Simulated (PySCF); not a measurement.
# C₂H₈GeOSi₂: magnetic properties

Wanted: magnetic properties for C₂H₈GeOSi₂ (`[SiH3]C#C[SiH2][O][GeH3]`).

Computed with PySCF 2.14.0 and routines of our own; the level stands in each step. Atoms count from 0.

## 1. The system as given

14 atoms, charge 0, multiplicity 1; geometry from: GFN2-xTB.

## 2. Relaxing the molecule at PBE0-D3(BJ)/def2-SVP

Job settings and geometry (Å):

```
{"job": {"xc": "PBE0", "basis": "def2-SVP", "d3": "d3bj", "grid": 1, "kind": "geom"}, "charge": 0, "multiplicity": 1}
Si    -3.629265     0.369041     0.829612
C     -1.984209     0.562763     0.007988
C     -0.901891     0.677177    -0.523601
Si     0.755570     0.835827    -1.337315
O      1.805415     0.021932    -0.394549
Ge     3.274222    -0.322273     0.432105
H     -4.269466    -0.836845     0.296543
H     -3.418998     0.245127     2.274886
H     -4.440371     1.552955     0.530323
H      1.147547     2.248175    -1.406048
H      0.765068     0.163861    -2.639075
H      4.204813    -0.934554    -0.575104
H      2.881163    -1.277970     1.514475
H      3.809724     0.974337     0.967595
```

On the command line:

```bash
$ OMP_NUM_THREADS=1 python excited_run.py task.json out
```

This one command runs all jobs of the session in turn.

What it wrote:

```text
step   0  E = -2810.98068554  max force = 0.028102
step   1  E = -2810.98602168  max force = 0.013149
step   2  E = -2810.98687503  max force = 0.003474
step   3  E = -2810.98699098  max force = 0.002143
step   4  E = -2810.98712585  max force = 0.004085
step   5  E = -2810.98732620  max force = 0.006364
step   6  E = -2810.98751790  max force = 0.005839
step   7  E = -2810.98767507  max force = 0.002174
step   8  E = -2810.98772789  max force = 0.000798
step   9  E = -2810.98774759  max force = 0.001391
step  10  E = -2810.98776639  max force = 0.001315
step  11  E = -2810.98777267  max force = 0.000848
step  12  E = -2810.98777660  max force = 0.000905
step  13  E = -2810.98778545  max force = 0.001816
step  14  E = -2810.98782017  max force = 0.003191
step  15  E = -2810.98799873  max force = 0.006105
step  16  E = -2810.98858350  max force = 0.007747
step  17  E = -2810.98892160  max force = 0.007831
step  18  E = -2810.98736520  max force = 0.015195
step  19  E = -2810.98878795  max force = 0.009630
step  20  E = -2810.98936938  max force = 0.002212
step  21  E = -2810.98942271  max force = 0.001234
step  22  E = -2810.98945515  max force = 0.002033
step  23  E = -2810.98948021  max force = 0.000422
step  24  E = -2810.98948785  max force = 0.000689
step  25  E = -2810.98951757  max force = 0.001110
step  26  E = -2810.98939532  max force = 0.002248
step  27  E = -2810.98956406  max force = 0.001497
step  28  E = -2810.98959027  max force = 0.000816
step  29  E = -2810.98960503  max force = 0.000396
optimisation converged
```

Wall time 3.1 min (1 thread of Arm Neoverse V2, shared host); peak memory 0.67 GiB.

Relaxation path: (the energy doesn't fall at every step)

```
step  energy from step 0 (eV)  largest force component (eV/Å)
   0                   0.0000                          1.4451
   1                  -0.1452                          0.6761
   2                  -0.1684                          0.1786
   3                  -0.1716                          0.1102
   4                  -0.1752                          0.2101
   5                  -0.1807                          0.3273
   6                  -0.1859                          0.3003
   7                  -0.1902                          0.1118
   8                  -0.1916                          0.0410
   9                  -0.1922                          0.0715
  10                  -0.1927                          0.0676
  11                  -0.1929                          0.0436
  12                  -0.1930                          0.0465
  13                  -0.1932                          0.0934
  14                  -0.1941                          0.1641
  15                  -0.1990                          0.3139
  16                  -0.2149                          0.3984
  17                  -0.2241                          0.4027
  18                  -0.1818                          0.7814
  19                  -0.2205                          0.4952
  20                  -0.2363                          0.1137
  21                  -0.2378                          0.0635
  22                  -0.2386                          0.1045
  23                  -0.2393                          0.0217
  24                  -0.2395                          0.0354
  25                  -0.2403                          0.0571
  26                  -0.2370                          0.1156
  27                  -0.2416                          0.0770
  28                  -0.2423                          0.0420
  29                  -0.2427                          0.0204
```

Distances of close pairs at the start and the end, largest changes first:

```
   bond  before (Å)  after (Å)  change (Å)
 O4–Ge5       1.720      1.786      +0.065
Ge5–H12       1.496      1.538      +0.041
Ge5–H13       1.502      1.539      +0.037
Ge5–H11       1.502      1.534      +0.033
 Si0–H7       1.466      1.492      +0.026
 Si0–H6       1.466      1.491      +0.026
 Si0–H8       1.466      1.491      +0.025
Si3–H10       1.465      1.489      +0.024
```

The next job starts from the end point, and lists it.

```
                         at the end point                value
  point group (found at 0.08 Å tolerance)                   C1
rotational constants (GHz, main isotopes)  2.111, 0.610, 0.481
                        dipole moment (D)                 1.41
```

## 3. Magnetic properties: GIAO B97-2/pcSseg-1

Job settings and geometry (Å):

```
{"job": {"kind": "mag", "xc": "B97-2", "basis": "pcSseg-1", "isotopologues": 2}, "charge": 0, "multiplicity": 1}
Si    -2.909820     0.012575     1.222522
C     -1.570148     0.446162     0.044595
C     -0.660274     0.724765    -0.727433
Si     0.768188     1.109892    -1.828788
O      2.148690     0.490827    -1.168616
Ge     2.568919    -0.186468     0.429250
H     -3.363464    -1.385014     0.967009
H     -2.387513     0.119484     2.615760
H     -4.054592     0.951158     1.043355
H      0.859798     2.591269    -1.963808
H      0.524351     0.492531    -3.161260
H      4.092285    -0.367514     0.395424
H      1.841766    -1.531130     0.596392
H      2.142158     0.813634     1.518069
```

Level: GIAO B97-2/pcSseg-1 magnetisability, rotational g tensor and spin-rotation constants, non-relativistic, gas phase.

What it wrote:

```text
coarse grid: 55560 points
cycle   1  E = -2812.3254586519  dE = -3.562e-01  |g| = 1.121e+00  |ddm| = 3.590e+00
cycle   2  E = -2811.9331491327  dE =  3.923e-01  |g| = 1.767e+00  |ddm| = 1.992e+00
cycle   3  E = -2812.4691819420  dE = -5.360e-01  |g| = 3.268e-01  |ddm| = 1.579e+00
cycle   4  E = -2812.4886639494  dE = -1.948e-02  |g| = 8.796e-02  |ddm| = 2.949e-01
cycle   5  E = -2812.4892703362  dE = -6.064e-04  |g| = 4.991e-02  |ddm| = 8.364e-02
cycle   6  E = -2812.4898855333  dE = -6.152e-04  |g| = 1.079e-02  |ddm| = 3.854e-02
cycle   7  E = -2812.4899145266  dE = -2.899e-05  |g| = 1.600e-03  |ddm| = 1.004e-02
cycle   8  E = -2812.4899151388  dE = -6.122e-07  |g| = 1.919e-04  |ddm| = 2.071e-03
final grid: 113496 points
cycle   9  E = -2812.4899269403  dE = -4.292e-08  |g| = 1.737e-04  |ddm| = 1.406e-03
cycle  10  E = -2812.4899269318  dE =  8.487e-09  |g| = 2.541e-04  |ddm| = 4.342e-04
cycle  11  E = -2812.4899269468  dE = -1.494e-08  |g| = 7.738e-05  |ddm| = 2.426e-04
cycle  12  E = -2812.4899269482  dE = -1.436e-09  |g| = 1.573e-05  |ddm| = 6.386e-05
cycle  13  E = -2812.4899269483  dE = -5.184e-11  |g| = 6.535e-06  |ddm| = 1.560e-05
converged SCF energy = -2812.4899269483

Magnetisability tensor (1e-30 J/T^2)
    -1363.75        4.39       20.71
        4.39    -1264.47       63.53
       20.71       63.53    -1377.88
isotropic -1335.37   principal values   -1412.45  -1358.85  -1234.79
isotropic susceptibility -80.418 1e-6 cm^3/mol

Inertial axes            a          b          c
rot. const./GHz      2.1105     0.6095     0.4815
chi total           -82.481    -84.409    -74.363
chi diamagnetic    -683.430  -1972.003  -2459.646
chi paramagnetic    600.949   1887.594   2385.283
quadrupole/D A        2.376      0.880     -3.256
g nuclear            0.5638     0.5321     0.5311
g electronic        -0.5958    -0.5405    -0.5395
g total             -0.0320    -0.0084    -0.0084

Spin-rotation constants (kHz, H = +C I.J)
atom  isotope        aa         bb         cc
  6     1H       -0.173     -0.051      0.013
  7     1H       -0.178      0.002     -0.028
  8     1H       -0.026     -0.038     -0.032
  9     1H       -0.188     -0.029      0.008
 10     1H       -0.189     -0.017     -0.002
 11     1H        0.092     -0.053     -0.041
 12     1H       -0.117     -0.039     -0.003
 13     1H       -0.129     -0.044      0.005
  0   29Si*      -1.070     -0.307     -0.244
  1    13C*       0.335      0.182      0.192
  2    13C*       0.368      0.178      0.209
  3   29Si*      -1.138     -0.349     -0.275
  4    17O*      -0.045     -0.057     -0.014
  5   73Ge*      -0.648     -0.152     -0.149
* in the singly substituted isotopologue

Isotopologues: g along a, b, c
2H    at 6,7,8,9,10,11,    -0.0278    -0.0077    -0.0077
30Si  at 0                 -0.0318    -0.0082    -0.0082
```

It took 32 s on 1 thread of Arm Neoverse V2, shared host; peak memory 0.9 GiB.

From this job:

```
              quantity                      value
       magnetisability           -1335·10⁻³⁰ J/T²
  molar susceptibility         -80.4·10⁻⁶ cm³/mol
rotational g (a, b, c)  -0.0320, -0.0084, -0.0084
```

Orbitals, density, ELF and potential are computed afterwards from the orbital file.

Frontier orbitals at B97-2/pcSseg-1, with the share of their density that lies nearest to each atom:

```
orbital  energy (eV)                                                 lies on
   HOMO        -7.84  C1, C2 about 31 % each; H9, H10 about 9 % each; O4 7 %
   LUMO        -1.01                C1, C2 about 24 % each; Si3 10 %; O4 9 %
```

ELF in a plane through or near 7 of the atoms.

Values, 10 rows by 14 columns:
```
0.00 0.00 0.00 0.00 0.00 0.00 0.00 0.00 0.00 0.00 0.00 0.00 0.00 0.00
0.00 0.00 0.00 0.00 0.00 0.00 0.00 0.00 0.00 0.00 0.00 0.00 0.00 0.00
0.00 0.00 0.00 0.00 0.07 0.33 0.19 0.02 0.06 0.00 0.00 0.00 0.00 0.00
0.00 0.00 0.00 0.01 0.11 0.15 0.13 0.74 0.59 0.25 0.01 0.33 0.02 0.00
0.00 0.00 0.00 0.49 0.80 0.80 0.55 0.19 0.54 0.83 0.49 0.99 0.68 0.00
0.00 0.00 0.01 0.07 0.72 0.61 0.03 0.60 0.67 0.80 0.67 0.63 0.13 0.00
0.00 0.00 0.99 1.00 0.69 0.54 0.22 0.01 0.04 0.51 0.87 0.20 0.00 0.00
0.00 0.00 0.97 1.00 0.35 0.29 0.12 0.00 0.00 0.51 0.87 0.09 0.00 0.00
0.00 0.00 0.00 0.08 0.01 0.01 0.00 0.00 0.00 0.00 0.00 0.00 0.00 0.00
0.00 0.00 0.00 0.00 0.00 0.00 0.00 0.00 0.00 0.00 0.00 0.00 0.00 0.00
```
The map spans 13.5 Å across and 10.4 Å up, centred on the molecule. Atoms in the plane (x, y in Å): Si0 (3.2, -0.3), C1 (1.5, 0.5), C2 (0.4, 1.0), Si3 (-1.3, 1.7), O4 (-2.4, 0.4), Ge5 (-2.3, -1.3), H11 (-3.7, -1.8).

On the surface of density 0.002 e/bohr³ the electrostatic potential runs, from the 1st to the 99th percentile, from -0.99 V near O4 to 1.34 V near H11.

## 4. Summary of results

| quantity | value |
| --- | --- |
| point group | C1 |
| rotational constants (main isotopes) | 2.11, 0.61, 0.48 GHz |
| magnetisability (step 3, GIAO B97-2/pcSseg-1) | -1335·10⁻³⁰ J/T² |
| molar susceptibility (step 3, GIAO B97-2/pcSseg-1) | -80.4·10⁻⁶ cm³/mol |
| rotational g (a, b, c) (step 3, GIAO B97-2/pcSseg-1) | -0.0320, -0.0084, -0.0084 |
| surface potential, 1st and 99th percentile | -0.99 V and 1.34 V |

In words: Relaxing lowered the energy by 0.243 eV in 29 steps; the close pair that moved most is O4–Ge5, from 1.720 to 1.786 Å. Steps that list no spin-orbit terms leave them out, which matters at and beside the heavy atoms. By nearest atom (B97-2/pcSseg-1), the HOMO sits on C1, C2 about 31 % each; H9, H10 about 9 % each and the LUMO on C1, C2 about 24 % each; Si3 10 %. Vibrational averaging and real surroundings are missing from these values.
